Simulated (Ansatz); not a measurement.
# AlFGeH5N: small, medium and large basis sets

Aim: see how fast density functionals converge with the basis set for AlFGeH5N.

Method: one geometry, several basis sets; program: Ansatz 0.2.0, Gaussian basis.

The runs, in order: PBE0-D4/def2-SVP; ωB97M-V/def2-SVP; PBE0-D4/def2-QZVPP; ωB97M-V/def2-QZVPP; the functionals' def2-TZVPP values are taken from earlier runs.

### 1 The relaxed structure

An earlier PBE0-D4 in a triple-zeta def2 set relaxation fixed the geometry.

9 atoms, charge 0, spin multiplicity 1.

Atoms are counted from 1 here; the program's logs count them from 0.

Bond lengths: N1–Al2 1.760 Å, N1–H5 1.008 Å, N1–H6 1.007 Å, Al2–Ge3 2.486 Å, Al2–H7 1.582 Å, Ge3–F4 1.765 Å, Ge3–H8 1.545 Å, Ge3–H9 1.545 Å. Angles: Al2–N1–H5 122.8°, Al2–N1–H6 126.5°, H5–N1–H6 110.6°, N1–Al2–Ge3 112.4°, N1–Al2–H7 121.0°, Ge3–Al2–H7 126.6°, Al2–Ge3–F4 103.7°, Al2–Ge3–H8 117.8°, Al2–Ge3–H9 117.8°, F4–Ge3–H8 104.3°, F4–Ge3–H9 104.4°, H8–Ge3–H9 107.0°.

Coordinates:

```csv
atom,x (Å),y (Å),z (Å)
N1,-0.5889,1.1844,-1.3815
Al2,0.7822,0.6795,-0.3995
Ge3,0.1921,-1.1454,1.1819
F4,-1.5178,-1.4417,0.8601
H5,-1.5037,0.7682,-1.2981
H6,-0.5887,1.9034,-2.0868
H7,2.2001,1.3622,-0.5660
H8,0.2488,-0.8349,2.6946
H9,0.8643,-2.5218,0.9782
```

### 2 PBE0-D4 in def2-SVP

in.yaml

```yaml
crystal:
  periodic: [false, false, false]
  atoms:
    - {symbol: N, position_ang: [-0.588869, 1.184396, -1.381471]}
    - {symbol: Al, position_ang: [0.782177, 0.679504, -0.399457]}
    - {symbol: Ge, position_ang: [0.192071, -1.145409, 1.181912]}
    - {symbol: F, position_ang: [-1.517779, -1.441744, 0.860072]}
    - {symbol: H, position_ang: [-1.503651, 0.768200, -1.298095]}
    - {symbol: H, position_ang: [-0.588740, 1.903368, -2.086843]}
    - {symbol: H, position_ang: [2.200085, 1.362213, -0.566016]}
    - {symbol: H, position_ang: [0.248780, -0.834919, 2.694636]}
    - {symbol: H, position_ang: [0.864325, -2.521810, 0.978163]}
basis:
  gaussian: {orbitals: def2-SVP}
hamiltonian: {xc: pbe0, dispersion: d4}
output: {orbitals: {seedname: orbitals}}
```

Launch:

```console
> ansatz run in.yaml --threads 4 --pin off --events-out ev --progress --plain --max-ram 10444MiB
```

Further steps of the session: ωB97M-V in def2-SVP; PBE0-D4 in def2-QZVPP; ωB97M-V in def2-QZVPP.

**Question.** What will the summary of the whole plan be? Wanted: PBE0-D4: double and triple zeta above quadruple; ωB97M-V: double and triple zeta above quadruple.

The runs gave:

```
                                       quantity           value
PBE0-D4: double and triple zeta above quadruple  16.55, 1.70 eV
ωB97M-V: double and triple zeta above quadruple  16.64, 1.65 eV
```

**Reading.** For PBE0-D4 the step from double to triple zeta gains 14.86 eV and the next only 1.70 eV. These are total energies; as a rule much of such shifts cancels in differences, which this series doesn't test.
